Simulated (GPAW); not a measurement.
# HfGe (Pm-3m) in GPAW: single point with TB-mBJ

Aim: the single point of HfGe with TB-mBJ.

Everything below comes from runs of GPAW 26.7.0. Logs are shortened: lines on timing, memory, paths and dates and some standing lists are left out, and cuts for length are marked. The log counts tension as positive stress, the text compression.

### Step 1. The crystal as given

The structure is cubic, space group Pm-3m (No. 221). The conventional cell has a = 3.501 Å, b = 3.501 Å, c = 3.501 Å, α = 90.00°, β = 90.00°, γ = 90.00°. Hf (site symmetry m-3m) is surrounded by 8 Ge at 3.03 Å. Ge (site symmetry m-3m) has 8 Hf at 3.03 Å as nearest neighbours.

The cell was built by a generator and needn't be a form met in nature.

### Step 2. Single point, TB-mBJ

run.py

```python
from ase import Atoms
from ase.dft.bandgap import bandgap
from ase.io import write
from gpaw import GPAW, PW

atoms = Atoms(['Hf', 'Ge'],
              cell=[[3.50083787, 0.0, 0.0],
                    [0.0, 3.50083787, 0.0],
                    [0.0, 0.0, 3.50083787]],
              scaled_positions=[[0.0, 0.0, 0.0],
                                [0.5, 0.5, 0.5]],
              pbc=True)

calc = GPAW(mode=PW(600),
            xc='TB09',
            kpts={'size': (8, 8, 8), 'gamma': True},
            occupations={'name': 'fermi-dirac', 'width': 0.05},
            nbands=18,
            convergence={'density': 1e-05, 'energy': 1e-05},
            eigensolver='cg',
            maxiter=150,
            txt='gpaw.txt')
atoms.calc = calc
energy = atoms.get_potential_energy()
calc.write('gs.gpw')
write('result.traj', atoms)
print('Fermi level:', round(calc.get_fermi_level(), 4), 'eV')
print(f'Gap: {bandgap(calc)[0]:.4f} eV, direct: {bandgap(calc, direct=True)[0]:.4f} eV')
```

Potentials or basis: GPAW PAW data sets for LDA (gpaw-data 1.2.1), pw.

Launch:

```
> OMP_NUM_THREADS=1 python run.py
```

gpaw.txt:

```text
___ ___ ___ _ _ _
 |   |   |_  | | | |
 | | | | | . | | | |
 |__ |  _|___|_____|  26.7.0
 |___|_|

Input parameters:
  convergence: {density: 1e-05,
                energy: 1e-05}
  eigensolver: cg
  kpts: {gamma: True,
         size: (8, 8, 8)}
  maxiter: 150
  mode: {ecut: 600.0,
         name: pw}
  nbands: 18
  occupations: {name: fermi-dirac,
                width: 0.05}
  xc: TB09

System changes: positions, numbers, cell, pbc, initial_charges, initial_magmoms

Initialize ...

species:
  Hf:
    name:    Hafnium
    Z:       72.0
    valence: 12
    core:    60
    charge:  0.0  # [|e|]
    compensation charges:
      type: gauss
      rc: 0.41  # [Å]
      lmax: 2
    cutoffs:
      filter: 2.36  # [Å]
      core: 4.02  # [Å]
    projectors
    | kind |    occ | energy [eV] | rcut [Å] |
    |------|--------|-------------|----------|
    |   5s |  2.000 |     -66.988 |    1.397 |
    |   6s |  2.000 |      -5.250 |    1.397 |
    |   5p |  6.000 |     -35.740 |    1.307 |
    |   6p |  0.000 |      -1.470 |    1.307 |
    |   5d |  2.000 |      -2.880 |    1.334 |
    |    d |        |      24.331 |    1.334 |

    Using partial waves for Hf as LCAO basis

  Ge:
    name:    Germanium
    Z:       32.0
    valence: 4
    core:    28
    charge:  0.0  # [|e|]
    compensation charges:
      type: gauss
      rc: 0.32  # [Å]
      lmax: 2
    cutoffs:
      filter: 1.77  # [Å]
      core: 3.42  # [Å]
    projectors
    | kind |    occ | energy [eV] | rcut [Å] |
    |------|--------|-------------|----------|
    |   4s |  2.000 |     -11.940 |    1.005 |
    |   4p |  2.000 |      -4.047 |    1.005 |
    |    s |        |      15.272 |    1.005 |
    |    p |        |      23.164 |    1.005 |
    |    d |        |       0.000 |    1.005 |

    Using partial waves for Ge as LCAO basis

Reference energy: -466659.146203  # eV

Spin-paired calculation

Convergence criteria:
 Maximum [total energy] change in last 3 cyles: 1e-05 eV / valence electron
 Maximum integral of absolute [dens]ity change: 1e-05 electrons / valence electron
 Maximum integral of absolute [eigenst]ate change: 4e-08 eV^2 / valence electron
 Maximum number of scf [iter]ations: 150
 (Square brackets indicate name in SCF output, whereas a 'c' in
 the SCF output indicates the quantity has converged.)

Symmetries present (total): 48

  ( 1  0  0)  ( 1  0  0)  ( 1  0  0)  ( 1  0  0)  ( 1  0  0)  ( 1  0  0)
  ( 0  1  0)  ( 0  1  0)  ( 0  0  1)  ( 0  0  1)  ( 0  0 -1)  ( 0  0 -1)
  ( 0  0  1)  ( 0  0 -1)  ( 0  1  0)  ( 0 -1  0)  ( 0  1  0)  ( 0 -1  0)

  ( 1  0  0)  ( 1  0  0)  ( 0  1  0)  ( 0  1  0)  ( 0  1  0)  ( 0  1  0)
  ( 0 -1  0)  ( 0 -1  0)  ( 1  0  0)  ( 1  0  0)  ( 0  0  1)  ( 0  0  1)
  ( 0  0  1)  ( 0  0 -1)  ( 0  0  1)  ( 0  0 -1)  ( 1  0  0)  (-1  0  0)

  ( 0  1  0)  ( 0  1  0)  ( 0  1  0)  ( 0  1  0)  ( 0  0  1)  ( 0  0  1)
  ( 0  0 -1)  ( 0  0 -1)  (-1  0  0)  (-1  0  0)  ( 1  0  0)  ( 1  0  0)
  ( 1  0  0)  (-1  0  0)  ( 0  0  1)  ( 0  0 -1)  ( 0  1  0)  ( 0 -1  0)

  ( 0  0  1)  ( 0  0  1)  ( 0  0  1)  ( 0  0  1)  ( 0  0  1)  ( 0  0  1)
  ( 0  1  0)  ( 0  1  0)  ( 0 -1  0)  ( 0 -1  0)  (-1  0  0)  (-1  0  0)
  ( 1  0  0)  (-1  0  0)  ( 1  0  0)  (-1  0  0)  ( 0  1  0)  ( 0 -1  0)

  ( 0  0 -1)  ( 0  0 -1)  ( 0  0 -1)  ( 0  0 -1)  ( 0  0 -1)  ( 0  0 -1)
  ( 1  0  0)  ( 1  0  0)  ( 0  1  0)  ( 0  1  0)  ( 0 -1  0)  ( 0 -1  0)
  ( 0  1  0)  ( 0 -1  0)  ( 1  0  0)  (-1  0  0)  ( 1  0  0)  (-1  0  0)

  ( 0  0 -1)  ( 0  0 -1)  ( 0 -1  0)  ( 0 -1  0)  ( 0 -1  0)  ( 0 -1  0)
  (-1  0  0)  (-1  0  0)  ( 1  0  0)  ( 1  0  0)  ( 0  0  1)  ( 0  0  1)
  ( 0  1  0)  ( 0 -1  0)  ( 0  0  1)  ( 0  0 -1)  ( 1  0  0)  (-1  0  0)

  ( 0 -1  0)  ( 0 -1  0)  ( 0 -1  0)  ( 0 -1  0)  (-1  0  0)  (-1  0  0)
  ( 0  0 -1)  ( 0  0 -1)  (-1  0  0)  (-1  0  0)  ( 0  1  0)  ( 0  1  0)
  ( 1  0  0)  (-1  0  0)  ( 0  0  1)  ( 0  0 -1)  ( 0  0  1)  ( 0  0 -1)

  (-1  0  0)  (-1  0  0)  (-1  0  0)  (-1  0  0)  (-1  0  0)  (-1  0  0)
  ( 0  0  1)  ( 0  0  1)  ( 0  0 -1)  ( 0  0 -1)  ( 0 -1  0)  ( 0 -1  0)
  ( 0  1  0)  ( 0 -1  0)  ( 0  1  0)  ( 0 -1  0)  ( 0  0  1)  ( 0  0 -1)

512 k-points: 8 x 8 x 8 Monkhorst-Pack grid + [1/16,1/16,1/16]
35 k-points in the irreducible part of the Brillouin zone
       k-points in crystal coordinates                weights
   0:     0.00000000    0.00000000    0.00000000          1/512
   1:     0.12500000    0.00000000    0.00000000          6/512
   2:     0.12500000    0.12500000    0.00000000         12/512
   3:     0.12500000    0.12500000    0.12500000          8/512
   4:     0.25000000    0.00000000    0.00000000          6/512
   5:     0.25000000    0.12500000    0.00000000         24/512
   6:     0.25000000    0.12500000    0.12500000         24/512
   7:     0.25000000    0.25000000    0.00000000         12/512
   8:     0.25000000    0.25000000    0.12500000         24/512
   9:     0.25000000    0.25000000    0.25000000          8/512
          ...
  34:     0.50000000    0.50000000    0.50000000          1/512

Wave functions: Plane wave expansion
  Cutoff energy: 600.000 eV
  Number of coefficients (min, max): 1365, 1472
  Pulay-stress correction: 0.000000 eV/Ang^3 (de/decut=0.000000)
  Using FFTW library
  ScaLapack parameters: grid=1x1, blocksize=None
  Wavefunction extrapolation:
    Improved wavefunction reuse through dual PAW basis

Occupation numbers: Fermi-Dirac:
  width: 0.0500  # eV

Eigensolver
   CG(niter=4, rtol=3.0e-01)

Densities:
  Coarse grid: 20*20*20 grid
  Fine grid: 40*40*40 grid
  Total Charge: 0.000000

Density mixing:
  Method: separate
  Backend: msr1
  Linear mixing parameter: 0.05
  old densities: 10
  Width of damping distribution: 1.1
  Damping of long wavelength oscillations: 20

Hamiltonian:
  XC and Coulomb potentials evaluated on a 40*40*40 grid
  Using the TB09 Exchange-Correlation functional
  External potential:
    NoExternalPotential

XC parameters: TB09 with 2 nearest neighbor stencil

Number of atoms: 2
Number of atomic orbitals: 17
Number of bands in calculation: 18
Number of valence electrons: 16
Bands to converge: occupied

... initialized

Initializing position-dependent things.

Density initialized from atomic densities
Creating initial wave functions:
  17 bands from LCAO basis set
  1 band from random numbers

   .--------.
  /|        |
 * |        |
 | |  Ge    |
 | .--------.
 |/        /
 Hf-------*

Atomic positions and initial magnetic moments

Positions:
   0 Hf     0.000000    0.000000    0.000000    ( 0.0000,  0.0000,  0.0000)
   1 Ge     1.750419    1.750419    1.750419    ( 0.0000,  0.0000,  0.0000)

Unit cell:
           periodic     x           y           z      points  spacing
  1. axis:    yes    3.500838    0.000000    0.000000    20     0.1750
  2. axis:    yes    0.000000    3.500838    0.000000    20     0.1750
  3. axis:    yes    0.000000    0.000000    3.500838    20     0.1750

  Lengths:   3.500838   3.500838   3.500838
  Angles:   90.000000  90.000000  90.000000

Effective grid spacing dv^(1/3) = 0.1750

iter:   1 10198.669667
iter:   2 10198.279402   +1.25  -1.02
iter:   3 10199.824654   +0.61  -0.91
iter:   4 10199.142776   -0.04  -1.32
iter:   5 10199.261384   -0.85  -1.17
iter:   6 10198.983215   -0.85  -1.37
iter:   7 10198.773481   -1.30  -1.46
iter:   8 10198.602797   -0.97  -1.70
iter:   9 10200.142060   -0.82  -1.71
iter:  10 10200.263520   -1.58  -1.89
iter:  11 10200.246349   -2.12  -2.40
iter:  12 10200.284785   -2.39  -2.33
iter:  13 10200.356815   -2.65  -2.63
iter:  14 10200.336870   -3.67  -3.07
iter:  15 10200.359292   -4.23  -3.02
iter:  16 10200.364470   -5.07  -3.18
iter:  17 10200.387659   -4.75  -3.10
iter:  18 10200.382217   -5.55  -3.08
iter:  19 10200.386294   -6.23  -3.12
iter:  20 10200.382018   -6.00  -3.13
iter:  21 10200.379928   -5.93  -3.18
iter:  22 10200.393960   -5.00  -3.24
iter:  23 10200.396740   -5.61  -3.99
iter:  24 10200.399306   -5.75  -3.91
iter:  25 10200.396764   -5.76  -3.83
iter:  26 10200.398511   -5.85  -3.88
iter:  27 10200.397115   -6.03  -3.97
iter:  28 10200.398168   -6.30  -4.20
iter:  29 10200.397213   -6.62  -4.24
iter:  30 10200.397605   -6.82  -4.46
iter:  31 10200.397327   -7.19  -4.71
iter:  32 10200.397484   -7.60c -4.83
iter:  33 10200.397429c  -7.99c -5.25c

Converged after 33 iterations.

Dipole moment: (-0.000000, -0.000000, -0.000000) |e|*Ang

Energy contributions relative to reference atoms: (reference = -466659.146203)

Kinetic:        -13.123809
Potential:      +12.012123
External:        +0.000000
XC:            +10202.456242
Entropy (-ST):   -0.025250
Local:           -0.934503
SIC:             +0.000000
--------------------------
Free energy:   +10200.384804
Extrapolated:  +10200.397429

Showing only first 2 kpts
 Kpt  Band  Eigenvalues  Occupancy
  0     6      7.27891    2.00000
  0     7     10.12262    0.00000
  0     8     10.12262    0.00000
  0     9     10.12262    0.00000

  1     6      7.37682    2.00000
  1     7      9.55581    0.00000
  1     8      9.55581    0.00000
  1     9      9.58839    0.00000

Fermi level: 8.49095

No gap
No difference between direct/indirect transitions
Writing to gs.gpw (mode='')
```

Run time: 44 s. Hardware: 1 thread of Arm Neoverse V1, shared host; peak memory 0.31 GiB.

Results:

```
Band gap on the k mesh : none (metal or under the smearing width)
```

Levels at points of the mesh, in eV from the Fermi level:
| k point | band 5 | band 6 | band 7 | band 8 | band 9 | band 10 | band 11 | band 12 |
| --- | --- | --- | --- | --- | --- | --- | --- | --- |
| (0.00, 0.00, 0.00) | -10.68 | -1.21 | -1.21 | 1.63 | 1.63 | 1.63 | 2.97 | 2.97 |
| (0.50, 0.00, 0.00) | -8.52 | -5.75 | -0.42 | -0.39 | -0.39 | 3.24 | 4.13 | 6.37 |
| (0.50, 0.50, 0.00) | -7.98 | -2.80 | -2.80 | -1.65 | 1.41 | 1.41 | 3.20 | 3.60 |
| (0.50, 0.50, 0.50) | -5.91 | -3.80 | -3.80 | -3.80 | 3.28 | 3.28 | 3.28 | 4.50 |

Caveat: a model potential gives levels but no total energy.
